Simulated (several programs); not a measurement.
## Many methods on one cell: NbP (I4_1md)

Measured values to be reproduced:
- volume: 15.82 Å³ an atom (from the lattice constants; a of the conventional tetragonal cell; “Conductance spectra of (Nb, Pb, In)/NbP -- superconductor/Weyl semimetal junctions”; 2019; arxiv:1908.07359)

A 4-atom cell of NbP (I4_1md) from a materials database, relaxed with r2SCAN in Ansatz, was computed with several methods. The symmetry is I4_1md (No. 109, tetragonal); a = 3.338 Å, c = 11.464 Å in the conventional setting, 15.97 Å³ an atom. Nb has 6 P at 2.54–2.55 Å; P has 6 Nb at 2.54–2.55 Å. No spin polarisation and no zero-point or thermal motion.

```yaml
crystal:
  lattice:
    - [-1.66918, 1.66918, 5.73202]
    - [1.66918, -1.66918, 5.73202]
    - [1.66918, 1.66918, -5.73202]
  atoms:
    - { symbol: Nb, position: [0.74982, 0.74982, 0.00000] }
    - { symbol: Nb, position: [0.49982, 0.99982, 0.50000] }
    - { symbol: P, position: [0.33281, 0.33281, 0.00000] }
    - { symbol: P, position: [0.08281, 0.58281, 0.50000] }
```

Gaps and times are for a single point on this cell; volume and bulk modulus come from each method's own relaxation or energy curve at fixed shape, which is too stiff where a cell has free coordinates or axes. Times are rough, from shared hosts (Arm Neoverse N1; Arm Neoverse V1; Intel Xeon 6975P-C), and each method has its own mesh and cell size. A double dagger marks a value from a curve with shape and coordinates held. PM6 (MOPAC), PM7 (MOPAC), GFN1-xTB (tblite) treat a cluster of cells at its zone centre, which samples few k points: where these miss a band edge, the gap comes out too large for that reason alone. Gaps from k meshes are read at a limited set of points (mesh, symmetry points, PBE's band edges), so each method's own least gap may be somewhat smaller. xTB and the PM methods were fitted mostly to molecules, and can miss a solid's gap by electronvolts. Minimal bases can be far off for gaps. Times of the plane-wave ladder aren't listed, since it ran on unlike processors and cards. d marks a direct gap, i an indirect one (no mark: not told apart), a dash a value that wasn't computed or didn't pass its checks.

```csv
method,kind,gap (eV),own volume (Å³/atom),bulk modulus (GPa),atoms computed,processor time
PBEsol,semilocal,–,15.56,–,4,–
light PBE (260 eV and a coarse mesh),light plane-wave,overlap 0.16,16.13‡,186‡,4,1.2 s
PBE,semilocal,overlap 0.16,16.01,190‡,4,–
GFN1-xTB (tblite),tight binding,0.01,15.73‡,110‡,cluster,14 s
PM7 (MOPAC),semi-empirical,4.53,–,–,cluster,16 s
r2SCAN,semilocal,overlap 0.13,15.97,197‡,4,–
LDA,semilocal,overlap 0.17,15.33,–,4,–
PBE/SZV (CP2K),small basis,overlap 0.27,16.88‡,176‡,4,72 s
PBE+SOC,semilocal,overlap 0.15,–,–,4,–
PBE/DZVP (CP2K),small basis,overlap 0.18,16.04‡,189‡,4,3.1 min
PM6 (MOPAC),semi-empirical,3.11,–,–,cluster,3.2 min
HSE06+SOC,hybrid,overlap 0.04,–,–,4,–
```

Volumes against r2SCAN's: PBEsol -2.5 %, PBE +0.2 %, LDA -4.0 %.

Runs without a result: GFN2-xTB (tblite) (single point), PBE/single zeta (GPAW) (single point).

With PBE and r2SCAN the bands overlap or touch, or nearly. Semilocal functionals can close a real gap, so this doesn't show a metal; small gaps of other methods may in turn close between the points read or with spin-orbit coupling, and the solid may be a semimetal.

Comparison with experiment:
- Volume, measured 15.82 Å³ an atom: PBEsol -1.6 %, PBE +1.2 %, r2SCAN +0.9 %, LDA -3.1 %.
The calculations are for a static lattice; samples hold vibrations, temperature and, in optical gaps, excitons. A measured value is shown where most reports agree with it, and only for the quantities listed.

Only the rows marked +SOC include spin-orbit coupling.
